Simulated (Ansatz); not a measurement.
# ScNb (P-6m2) in Ansatz: convergence with wavefunction cutoff

Aim: find how far wavefunction cutoff must go before the results for ScNb settle, at PBE. This setting moves, with any that are tied to it; all else stays.

Everything below comes from runs of Ansatz 0.2.0. Logs are shortened: lines on timing, memory, paths and dates and some standing lists are left out, and cuts for length are marked.

### 1 The crystal as given

Symmetry: P-6m2, No. 187, hexagonal system. Conventional cell: a = 3.066 Å, b = 3.066 Å, c = 5.072 Å, α = 90.00°, β = 90.00°, γ = 120.00°. Nb (site symmetry -6m2) has 6 Nb at 3.07 Å and 6 Sc at 3.09 Å as nearest neighbours. Sc (site symmetry -6m2) is surrounded by 6 Sc at 3.07 Å and 6 Nb at 3.09 Å.

The cell comes from a database or a generator and needn't be the stable form of this composition.

### 2 With wavefunction cutoff 400 eV

Input file input.yaml:

```yaml
crystal:
  lattice:
    - [3.0656443612, 0.0, 0.0]
    - [-1.5328221806, 2.6549258957, 0.0]
    - [0.0, 0.0, 5.072194]
  atoms:
    - { symbol: Nb, position: [0.3333333333, 0.6666666667, 0.5] }
    - { symbol: Sc, position: [0.0, 0.0, 0.0] }
hamiltonian:
  xc: pbe
  pseudopotentials: { kind: paw, source: jth }
kpoints:
  mp_grid: { grid: [8, 8, 5] }
scf:
  occupations: { method: gaussian, width: 0.05 }
output:
  forces: true
  stress: true
  eigenvalues: true
basis:
  ecutwfc: "400 eV"
```

Potentials or basis: JTH PAW.

Command:

```console
> ansatz run input.yaml --threads 2 --pin off --max-ram 5632MiB --backend cpu --events-out ev --progress --plain --runs-dir out
```

Output:

```text
Warning: basis.ecutwfc = 400 eV is below the records' recommended 1350 eV, and the density's cutoff is lower with it unless basis.ecutrho_ratio is high enough to keep the records' density cutoff: compare with a run at a higher cutoff
Warning: the checks of this Nb dataset prove no rule for summing its radial tables, as where they were carried onto another mesh than they were made on, and Gregory's rule is taken, under which a leading mesh point left out moves its sums only by what lay on the interval it spanned. That does not make them correct, and they differ from Quantum ESPRESSO's on this file; a re-export a fraction of a mesh step off can move them. hamiltonian.pseudopotentials.radial_quadrature: simpson_from_first_knot sums it by `pw.x`'s rule; on a PAW file no value gives `pw.x`'s numbers. What more to know: hamiltonian.pseudopotentials.radial_quadrature, in the input reference
Warning: the checks of this Sc dataset prove no rule for summing its radial tables, as where they were carried onto another mesh than they were made on, and Gregory's rule is taken, under which a leading mesh point left out moves its sums only by what lay on the interval it spanned. That does not make them correct, and they differ from Quantum ESPRESSO's on this file; a re-export a fraction of a mesh step off can move them. hamiltonian.pseudopotentials.radial_quadrature: simpson_from_first_knot sums it by `pw.x`'s rule; on a PAW file no value gives `pw.x`'s numbers. What more to know: hamiltonian.pseudopotentials.radial_quadrature, in the input reference
Warning: RAYON_NUM_THREADS=2 ignored (pool sized by the plan → 2); use --threads N
Engine: ansatz 0.2.0, aarch64-unknown-linux-gnu
Pseudopotentials: kind: paw
Pseudopotential: Nb, paw, valence charge 13, recommended cutoff 1170 eV (normal), Nb.paw.azcp
Pseudopotential: Sc, paw, valence charge 11, recommended cutoff 1350 eV (normal), Sc.paw.azcp
Functional definition: PBE
  parameter kappa = 0.804
  parameter beta = 0.06672455060314922
  exchange = pbe_x(kappa = kappa, mu = beta*pi^2/3)
  correlation = pbe_c(beta = beta)
Crystal: 2 atoms, lattice volume = 41.283 Å³
Basis set: ecut = 400 eV, 725 PW (Γ), exchange–correlation on 40×40×72 points (8 copies of the dense FFT grid, shifted against one another)
Bands: 16, of which v1, the nominal top of the filled ones, is band 12 counted from 1 (11 counted from 0)
Symmetry: 12 space group operations
Space group: P-6m2 (ITA 187), of the structure as read, at distance tolerance 3.5e-5 Å
k-points: 30 of 320 (time reversal used)
Non-local potential: Nb, projectors of the file, l = 0: 2, l = 1: 2, l = 2: 2
Non-local potential: Sc, projectors of the file, l = 0: 2, l = 1: 2, l = 2: 2
PAW form: soft (Blöchl's): semilocal exchange-correlation on the pseudo side does not see the compensation charge
PAW one-centre angular grid: Nb, 590 points (default); XC on 64 Gauss nodes
PAW one-centre angular grid: Sc, 590 points (default); XC on 64 Gauss nodes
Initial density: superposition of atomic densities (chi_scale 0.1, normalization cell, long waves kept (reshape's long-wave potential 0.00 eV rms))
Initial wavefunctions: pseudopotential atomic-orbital guess
Functional: x = pbe(κ = 0.804, μ = 0.2195149727645171), c = pbe(β = 0.06672455060314922)
SCF iter   1: F=—  HF=-6685.394354 eV  |F-HF|=—  |Δ(HF+E_count)|=         —  Δρ=1.33e-1  dr2=2.30e1  ethr=3.10e-3  ⟨swp⟩=5.4  Hψ=2556  notcnv=0
preconditioner: auto → none  [insulator: Δε(μ)=0.097 eV  Ē_g=3.193 eV  σ=0.050 eV  W_gap=0.71  n_scr=10 (ndim 8)  ℏωp=16.3 eV  f_vac=0.000  D(μ)=2.73/eV (n_scr^D=34)  ε∞_Penn≈27.2]
SCF iter   2: F=—  HF=-6683.400089 eV  |F-HF|=—  |Δ(HF+E_count)|=    1.99e0  Δρ=4.43e-2  dr2=2.71e0  ethr=3.10e-3  ⟨swp⟩=3.2  Hψ=1211  notcnv=0  defer=3
SCF iter   3: F=—  HF=-6683.049757 eV  |F-HF|=—  |Δ(HF+E_count)|=   3.50e-1  Δρ=2.85e-2  dr2=7.20e-1  ethr=3.10e-3  ⟨swp⟩=2.9  Hψ=908  notcnv=0  defer=4
SCF iter   4: F=—  HF=-6682.983766 eV  |F-HF|=—  |Δ(HF+E_count)|=   6.60e-2  Δρ=8.80e-3  dr2=4.27e-2  ethr=3.00e-3  ⟨swp⟩=2.1  Hψ=791  notcnv=0  defer=4
SCF iter   5: F=—  HF=-6682.981524 eV  |F-HF|=—  |Δ(HF+E_count)|=   2.24e-3  Δρ=1.80e-3  dr2=1.65e-3  ethr=1.78e-4  ⟨swp⟩=2.3  Hψ=658  notcnv=0  defer=4
SCF iter   6: F=—  HF=-6682.981488 eV  |F-HF|=—  |Δ(HF+E_count)|=   3.53e-5  Δρ=3.18e-4  dr2=3.24e-5  ethr=6.86e-6  ⟨swp⟩=2.3  Hψ=693  notcnv=0  defer=4
SCF iter   7: F=—  HF=-6682.981532 eV  |F-HF|=—  |Δ(HF+E_count)|=   4.35e-5  Δρ=8.26e-5  dr2=2.31e-6  ethr=1.35e-7  ⟨swp⟩=2.2  Hψ=818  notcnv=0  defer=4
SCF iter   8: F=-6682.981532 eV  HF=-6682.981532 eV  |F-HF|=9.79e-9  |Δ(HF+E_count)|=   1.48e-7  Δρ=1.69e-5  dr2=3.78e-8  ethr=4.17e-10  ⟨swp⟩=5.6  Hψ=2985  notcnv=0
SCF 1 converged in 8 iterations: F = -6682.981532 eV  dr2 = 3.78e-8
SCF converged after 8 iterations
Free energy (F): -6682.981532 eV
Harris-Foulkes:  -6682.981532 eV  (|F-HF|=9.79e-9)
Internal energy: -6682.980668 eV  (E = F + TS)
E sigma→0 (E₀):  -6682.981100 eV
Entropy (-TS):   -0.000864 eV (-0.432 meV/atom)
Fermi energy:    13.201169 eV
--- Per-component energies (eV) ---
  E_band       = -253.904839
  E_kinetic    = 535.967584
  E_local      = -2089.066375  (includes V_loc(G=0)·N_el)
  E_nonlocal   = 859.940322
  E_hartree    = 547.889383
  E_xc         = -266.643052
  E_vxc        = -319.404411  (∫ρ·V_xc dr)
  E_paw        = -4082.300511  (= ΣΔE_a)
  E_vpaw       = -337.124908  (= ΣTr[D̂ρ^β])
  E_aug_tail   = -0.000195  (compensation charges beyond the density's cutoff)
  E_ewald      = -2188.767822
  E_smearing   = -0.000864  (= −TS)
  E_closure    = 0.000000  (closes the sum)
  Σ components = -6682.981532   (vs F -6682.981532, Δ=0.00e0)
--- Forces (eV/Å), atoms counted from 1 ---
  atom   1  Nb     0.00000000    -0.00000000     0.00000000
  atom   2  Sc    -0.00000000     0.00000000     0.00000000
  max |Σ_I F_I| component: 9.25e-17 eV/Å
--- Stress (GPa, compression-positive) ---
        0.323716       0.000000      -0.000000
        0.000000       0.323716      -0.000000
       -0.000000      -0.000000      -0.921821
  P = ⅓ Tr σ = -0.0915 GPa (-0.915 kbar)
--- Band table (eV; the first three rows and the last of 30) ---
  k-point 0: bands = ["-41.5314", "-35.8526", "-17.6764", "-17.1739", "-17.1739", "-14.4554", "-14.2099", "-14.2099", "7.5414", "10.3549", "13.7731", "13.7731", "13.9988", "14.2298", "15.2796", "15.2796"]
  k-point 1: bands = ["-41.5313", "-35.8530", "-17.6635", "-17.1738", "-17.1738", "-14.4748", "-14.2103", "-14.2103", "7.8418", "10.2588", "13.3269", "13.7222", "13.7222", "14.2630", "14.9591", "14.9591"]
  k-point 2: bands = ["-41.5310", "-35.8537", "-17.6417", "-17.1733", "-17.1733", "-14.5066", "-14.2108", "-14.2108", "8.6204", "9.7547", "12.6309", "13.6612", "13.6612", "14.0901", "14.7046", "14.7046"]
  k-point 29: bands = ["-41.4305", "-35.7582", "-17.7498", "-17.5610", "-17.5337", "-14.6535", "-14.5086", "-14.3954", "11.3246", "11.7593", "12.3524", "12.5242", "13.0437", "13.6688", "15.1646", "15.7159"]
```

Run time: 1.1 s. Hardware: 2 threads of Arm Neoverse V2, shared host; peak memory 0.26 GiB.

What came out:

```
Free energy            : -6682.9815 eV
Pressure               : -0.1 GPa
Band gap on the k mesh : none (metal or under the smearing width)
```

### 3 With wavefunction cutoff 500 eV

Edit input.yaml of step 2 so:

```diff
@@ -20,2 +20,2 @@
 basis:
-  ecutwfc: "400 eV"
+  ecutwfc: "500 eV"
```

Potentials or basis: JTH PAW.

Command:

```console
> ansatz run input.yaml --threads 2 --pin off --max-ram 5632MiB --backend cpu --events-out ev --progress --plain --runs-dir out
```

Run time: 1.4 s. Hardware: 2 threads of Arm Neoverse V2, shared host; peak memory 0.28 GiB.

Results:

```
Free energy            : -6683.0078 eV
Pressure               : -0.1 GPa
Band gap on the k mesh : none (metal or under the smearing width)
```

### 4 With wavefunction cutoff 600 eV

Edit input.yaml of step 3 so:

```diff
@@ -20,2 +20,2 @@
 basis:
-  ecutwfc: "500 eV"
+  ecutwfc: "600 eV"
```

Command:

```console
> ansatz run input.yaml --threads 2 --pin off --max-ram 5632MiB --backend cpu --events-out ev --progress --plain --runs-dir out
```

It took 2 s on 2 threads of Arm Neoverse V2, shared host; peak memory 0.3 GiB.

What came out:

```
Free energy            : -6683.0216 eV
Pressure               : -0.1 GPa
Band gap on the k mesh : none (metal or under the smearing width)
```

### 5 With wavefunction cutoff 700 eV

Edit input.yaml of step 4 so:

```diff
@@ -20,2 +20,2 @@
 basis:
-  ecutwfc: "600 eV"
+  ecutwfc: "700 eV"
```

Command:

```console
> ansatz run input.yaml --threads 2 --pin off --max-ram 5632MiB --backend cpu --events-out ev --progress --plain --runs-dir out
```

Run time: 2.3 s. Hardware: 2 threads of Arm Neoverse V2, shared host; peak memory 0.32 GiB.

What came out:

```yaml
Free_energy: -6683.0318 eV
Pressure: -0.1 GPa
Band_gap_on_the_k_mesh: none (metal or under the smearing width)
```

### 6 With wavefunction cutoff 850 eV

Edit input.yaml of step 5 so:

```diff
@@ -20,2 +20,2 @@
 basis:
-  ecutwfc: "700 eV"
+  ecutwfc: "850 eV"
```

Potentials or basis: JTH PAW.

Command:

```console
> ansatz run input.yaml --threads 2 --pin off --max-ram 5632MiB --backend cpu --events-out ev --progress --plain --runs-dir out
```

Wall time 3.3 s (2 threads of Arm Neoverse V2, shared host); peak memory 0.35 GiB.

Results (log left out):

* Free energy: -6683.0352 eV
* Pressure: -0.1 GPa
* Band gap on the k mesh: none (metal or under the smearing width)

### 7 With wavefunction cutoff 1000 eV

Edit input.yaml of step 6 so:

```diff
@@ -20,2 +20,2 @@
 basis:
-  ecutwfc: "850 eV"
+  ecutwfc: "1000 eV"
```

Command:

```console
> ansatz run input.yaml --threads 2 --pin off --max-ram 5632MiB --backend cpu --events-out ev --progress --plain --runs-dir out
```

It took 3.9 s on 2 threads of Arm Neoverse V2, shared host; peak memory 0.39 GiB.

Results (log left out):

```
Free energy            : -6683.0384 eV
Pressure               : -0.1 GPa
Band gap on the k mesh : none (metal or under the smearing width)
```

### 8 With wavefunction cutoff 1200 eV

Edit input.yaml of step 7 so:

```diff
@@ -20,2 +20,2 @@
 basis:
-  ecutwfc: "1000 eV"
+  ecutwfc: "1200 eV"
```

Command:

```console
> ansatz run input.yaml --threads 2 --pin off --max-ram 5632MiB --backend cpu --events-out ev --progress --plain --runs-dir out
```

It took 3.8 s on 2 threads of Arm Neoverse V2, shared host; peak memory 0.38 GiB.

It converged, with:

```yaml
Free_energy: -6683.0399 eV
Pressure: -0.1 GPa
Band_gap_on_the_k_mesh: none (metal or under the smearing width)
```

### 9 With wavefunction cutoff 1400 eV

Edit input.yaml of step 8 so:

```diff
@@ -20,2 +20,2 @@
 basis:
-  ecutwfc: "1200 eV"
+  ecutwfc: "1400 eV"
```

Potentials or basis: JTH PAW.

Command:

```console
> ansatz run input.yaml --threads 2 --pin off --max-ram 5632MiB --backend cpu --events-out ev --progress --plain --runs-dir out
```

Wall time 4.8 s (2 threads of Arm Neoverse V2, shared host); peak memory 0.42 GiB.

Results (log left out):

```
Free energy            : -6683.0409 eV
Pressure               : -0.1 GPa
Band gap on the k mesh : none (metal or under the smearing width)
```

### 10 With wavefunction cutoff 1700 eV

Edit input.yaml of step 9 so:

```diff
@@ -20,2 +20,2 @@
 basis:
-  ecutwfc: "1400 eV"
+  ecutwfc: "1700 eV"
```

Command:

```console
> ansatz run input.yaml --threads 2 --pin off --max-ram 5632MiB --backend cpu --events-out ev --progress --plain --runs-dir out
```

Run time: 6.3 s. Hardware: 2 threads of Arm Neoverse V2, shared host; peak memory 0.5 GiB.

Results (log left out):

```yaml
Free_energy: -6683.0414 eV
Pressure: -0.1 GPa
Band_gap_on_the_k_mesh: none (metal or under the smearing width)
```

### 11 Result

| wavefunction cutoff | energy less the tightest run, at zero smearing (meV/atom) | SCF cycles | CPU time (s) | peak memory (GiB) |
| --- | --- | --- | --- | --- |
| 400 eV | 29.94 | 8 | 2.1 | 0.26 |
| 500 eV | 16.80 | 8 | 2.6 | 0.28 |
| 600 eV | 9.90 | 8 | 3.8 | 0.3 |
| 700 eV | 4.80 | 8 | 4.5 | 0.32 |
| 850 eV | 3.09 | 8 | 6.4 | 0.35 |
| 1000 eV | 1.51 | 8 | 7.6 | 0.39 |
| 1200 eV | 0.77 | 8 | 7.4 | 0.38 |
| 1400 eV | 0.26 | 8 | 9.4 | 0.42 |
| 1700 eV | 0.00 | 8 | 12 | 0.5 |

Against the tightest run, the energy stays within 1 meV/atom from 1200 eV on. The tightest run that finished is the yardstick and may itself not be fully converged.
